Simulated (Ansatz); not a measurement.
# SnTe: how the settings move a relaxation

How sensitive is a relaxation of SnTe to its settings? A reference run comes first, then one run with altered input.

The COD entry's cell or inner coordinates are ideal or old and differ from later refinements, so a difference from it is no clean test against experiment.

Program: Ansatz 0.2.0. Level of theory: reference: DFT, LDA, PAW with Ansatz's default frozen-core files, scalar-relativistic; relaxation of cell and atoms. These are calculated values, not measurements.

1 further run of the same task is left out (it didn't finish).

## Step 1: The starting structure

The structure is cubic, space group Fm-3m (No. 225). Conventional cell: a = 6.302 Å, b = 6.302 Å, c = 6.302 Å, α = 90.00°, β = 90.00°, γ = 90.00°. Sn (site symmetry m-3m) has 6 Te at 3.15 Å as nearest neighbours. Around Te (site symmetry m-3m) lie 6 Sn at 3.15 Å.

Structure file:

```cif
data_structure
_symmetry_space_group_name_H-M 'P 1'
_symmetry_Int_Tables_number 1
_cell_length_a 4.4560
_cell_length_b 4.4560
_cell_length_c 4.4560
_cell_angle_alpha 60.000
_cell_angle_beta 60.000
_cell_angle_gamma 60.000
_cell_volume 62.56
loop_
_atom_site_label
_atom_site_type_symbol
_atom_site_fract_x
_atom_site_fract_y
_atom_site_fract_z
_atom_site_occupancy
Sn1 Sn 0.00000 0.00000 0.00000 1
Te1 Te 0.50000 0.50000 0.50000 1
```

## Step 2: Baseline

Contents of input.yaml:

```yaml
crystal:
  lattice:
    - [0.0, 3.15085, 3.15085]
    - [3.15085, 0.0, 3.15085]
    - [3.15085, 3.15085, 0.0]
  atoms:
    - { symbol: Sn, position: [0.0, 0.0, 0.0] }
    - { symbol: Te, position: [0.5, 0.5, 0.5] }
kpoints:
  mp_grid: { grid: [14, 14, 14] }
scf:
  occupations: { method: fermi_dirac, width: 0.1 }
hamiltonian:
  xc: lda
  pseudopotentials: { kind: paw }
relax:
  f_tol: 0.002
  max_steps: 80
  cell: {}
output:
  forces: true
  stress: true
  write_density: true
  write_potential: true
  elf: true
  volumetric_format: npy
```

On the command line:

```
> ansatz run input.yaml --threads 1 --pin off --max-ram 2560MiB --backend cpu --events-out ev --progress --plain --runs-dir out
```

## Step 3: Variant: occupations.width 0.005, eigensolver.kind davidson

Edit input.yaml of step 2 so:

```diff
@@ -11,3 +11,4 @@
 scf:
-  occupations: { method: fermi_dirac, width: 0.1 }
+  occupations: { method: fermi_dirac, width: 0.005 }
+  eigensolver: { kind: davidson }
 hamiltonian:
@@ -22,5 +23 @@
   stress: true
-  write_density: true
-  write_potential: true
-  elf: true
-  volumetric_format: npy
```

What does the calculation give? Wanted: for each run, ending; energy change; pressure; gap; force.

As calculated:

```tsv
run	ending	energy change	pressure (GPa)	gap (eV)	force (eV/Å)	cycles	time
reference	converged	0	0.0	0.20	0.00	22	27 s
1: occupations.width 0.005, eigensolver.kind davidson	converged	-0.6 meV/atom (σ→0)	0.0	0.20	0.00	27	30 s
```

Times don't compare one to one where runs were asked for different outputs or read a saved state (see the inputs); cycles may leave out searches for a lower state.

**Reading.** Changing the smearing and solver moves the energy by -0.6 meV/atom (σ→0 values). The gap of the reference lacks spin-orbit coupling, though the cell holds Te.
